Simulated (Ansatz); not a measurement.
**H4N2S2W: how energies converge with the basis set**

One table from this session's results is given with a row withheld; the runs are named, their logs left out.

Method: one geometry, several basis sets; program: Ansatz 0.2.0, Gaussian basis.

Plan: PBE0-D4/def2-SVP; ωB97M-V/def2-SVP; PBE0-D4/def2-QZVPP; ωB97M-V/def2-QZVPP; the functionals' def2-TZVPP values are taken from earlier runs.

1 further run of the same task is left out (for a known fault of the program).

## Structure used throughout

All runs share one geometry, relaxed beforehand with PBE0-D4 in a triple-zeta def2 set. W takes the def2 core potential; no spin-orbit term is included.

SMILES `[NH2][W]([NH2])(=[S])=[S]`, 9 atoms, charge 0, spin multiplicity 1.

Atoms are counted from 1 here; the program's logs count them from 0.

Bond lengths: N1–W2 1.932 Å, N1–H6 1.008 Å, N1–H7 1.008 Å, W2–N3 1.932 Å, W2–S4 2.129 Å, W2–S5 2.129 Å, N3–H8 1.008 Å, N3–H9 1.008 Å. Angles: W2–N1–H6 123.9°, W2–N1–H7 123.9°, H6–N1–H7 112.1°, N1–W2–N3 111.1°, N1–W2–S4 107.9°, N1–W2–S5 107.9°, N3–W2–S4 107.9°, N3–W2–S5 107.9°, S4–W2–S5 114.4°, W2–N3–H8 123.9°, W2–N3–H9 123.9°, H8–N3–H9 112.1°.

As a file:

```
N    -1.0875    1.2543   -0.1336
W     0.2213   -0.1024   -0.5553
N     0.7324   -1.0900    1.0243
S    -0.6730   -1.4708   -1.9200
S     1.9581    0.8759   -1.3042
H    -2.0840    1.1061   -0.1731
H    -0.8539    2.2033    0.1145
H     0.2782   -1.9368    1.3297
H     1.5082   -0.8396    1.6177
```

The first run:

The input, in.yaml:

```yaml
crystal:
  periodic: [false, false, false]
  atoms:
    - {symbol: N, position_ang: [-1.087458, 1.254349, -0.133632]}
    - {symbol: W, position_ang: [0.221327, -0.102449, -0.555277]}
    - {symbol: N, position_ang: [0.732435, -1.090012, 1.024308]}
    - {symbol: S, position_ang: [-0.672980, -1.470816, -1.919964]}
    - {symbol: S, position_ang: [1.958118, 0.875943, -1.304204]}
    - {symbol: H, position_ang: [-2.083987, 1.106130, -0.173104]}
    - {symbol: H, position_ang: [-0.853880, 2.203271, 0.114529]}
    - {symbol: H, position_ang: [0.278246, -1.936814, 1.329653]}
    - {symbol: H, position_ang: [1.508178, -0.839583, 1.617691]}
basis:
  gaussian: {orbitals: def2-SVP}
hamiltonian: {xc: pbe0, dispersion: d4}
output: {orbitals: {seedname: orbitals}}
```

Command:

```console
$ ansatz run in.yaml --threads 4 --pin off --events-out ev --progress --plain --max-ram 10444MiB
```

Among the steps run: PBE0-D4 in def2-SVP; ωB97M-V in def2-SVP; PBE0-D4 in def2-QZVPP; ωB97M-V in def2-QZVPP.

One table of the session follows, with a row left open; its other results are not shown here.

It belongs to the step «Functionals by basis». 

| functional | basis | HOMO (eV) | LUMO (eV) |
| --- | --- | --- | --- |
| PBE0-D4 | def2-SVP | -7.03 | -2.40 |
| PBE0-D4 | def2-TZVPP | -7.06 | -2.44 |
| PBE0-D4 | def2-QZVPP | -7.09 | -2.48 |
| ωB97M-V | def2-SVP | -9.00 | -0.38 |
| ωB97M-V | def2-TZVPP | -9.06 | -0.46 |
| ωB97M-V | def2-QZVPP | ? | ? |

Q: Estimate the row for ωB97M-V, def2-QZVPP from the others.

As computed: HOMO (eV): -9.10; LUMO (eV): -0.53. In the column «HOMO (eV)» it is the lowest.
